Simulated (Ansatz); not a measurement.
# Sr: the cost of one run

Computed with Ansatz 0.2.0 (DFT LDA, scalar-relativistic, unless a step's input says otherwise).

### 1 Starting point

The structure is hexagonal, space group P6_3/mmc (No. 194). Conventional cell: a = 4.310 Å, b = 4.310 Å, c = 7.050 Å, α = 90.00°, β = 90.00°, γ = 120.00°. Sr (site symmetry -6m2) has 12 Sr at 4.31 Å as nearest neighbours.

Structure file:

```xyz
2
Lattice="4.3100 0.0000 0.0000 -2.1550 3.7326 0.0000 0.0000 0.0000 7.0500" Properties=species:S:1:pos:R:3 pbc="T T T"
Sr    0.0000    2.4884    1.7625
Sr    2.1550    1.2442    5.2875
```

Atoms are numbered in the order of the input: Sr1, Sr2.

### 2 After the deformation

Space group P6_3/mmc before, P6_3/mmc after.

### 3 All-electron LAPW

Contents of input.yaml:

```yaml
crystal:
  lattice:
    - [4.3531002229, 0.0, 0.0]
    - [-2.1765501115, 3.7698953782, 0.0]
    - [0.0, 0.0, 7.05]
  atoms:
    - { symbol: Sr, position: [0.3333333333, 0.6666666667, 0.25] }
    - { symbol: Sr, position: [0.6666666667, 0.3333333333, 0.75] }
kpoints:
  mp_grid: { grid: [10, 10, 5] }
  band_path:
    path:
      - [0.0, 0.0, 0.0]
      - [0.5, 0.0, 0.0]
      - [0.3333333333, 0.3333333333, 0.0]
      - [0.0, 0.0, 0.0]
      - [0.0, 0.0, 0.5]
      - [0.5, 0.0, 0.5]
      - [0.3333333333, 0.3333333333, 0.5]
      - [0.0, 0.0, 0.5]
      - [0.5, 0.0, 0.5]
    npoints: 5
scf:
  occupations: { method: fermi_dirac, width: 0.08 }
hamiltonian:
  xc: lda
  pseudopotentials: { kind: all_electron, lapw: { basis_error: 0.001 } }
output:
  forces: true
  stress: true
  eigenvalues: true
```

Command:

```bash
$ ansatz run input.yaml --threads 1 --pin off --max-ram 3072MiB --backend cpu --events-out ev --progress --plain --runs-dir out
```

**Question.** How long does this run take on 1 thread of Arm Neoverse V2, shared host, and how much memory does it need?

About 5.1 s, with a peak of 0.23 GiB.
